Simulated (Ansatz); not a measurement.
Crystal: Sn3Se.

```xyz
4
Lattice="4.7419 0.0000 0.0000 0.0000 4.7419 0.0000 0.0000 0.0000 4.7419" Properties=species:S:1:pos:R:3 pbc="T T T"
Sn    2.3709    2.3709    0.0000
Sn    2.3709    0.0000    2.3709
Sn    0.0000    2.3709    2.3709
Se    0.0000    0.0000    0.0000
```

The cell comes from a database or a generator and needn't be the stable form of this composition.

Base run:

- Program: Ansatz 0.2.0
- Functional: r2SCAN
- Potentials or basis: Ansatz PAW
- Cutoff: 500 eV (not typed: the program's choice for these potentials)
- k mesh: 6 × 6 × 6
- Occupations: fermi-dirac, width 0.05 eV
- Spin: no spin polarisation

Its results: band gap on the k mesh none (metal or under the smearing width); pressure -0.6 GPa.

Q: The run is repeated on the same cell with these changes: functional from r2SCAN to LDA; cutoff from 500 eV (not typed: the program's choice for these potentials) to 420 eV (not typed: the program's choice for these potentials). What comes out?

A: Band gap on the k mesh none (metal or under the smearing width); pressure -3.9 GPa.

Caveats: spin-orbit coupling is left out, which moves the levels of the heavy elements; the PAW data sets come from PBE, with cores solved anew for the run's functional, which leaves a small shift of forces and pressure.
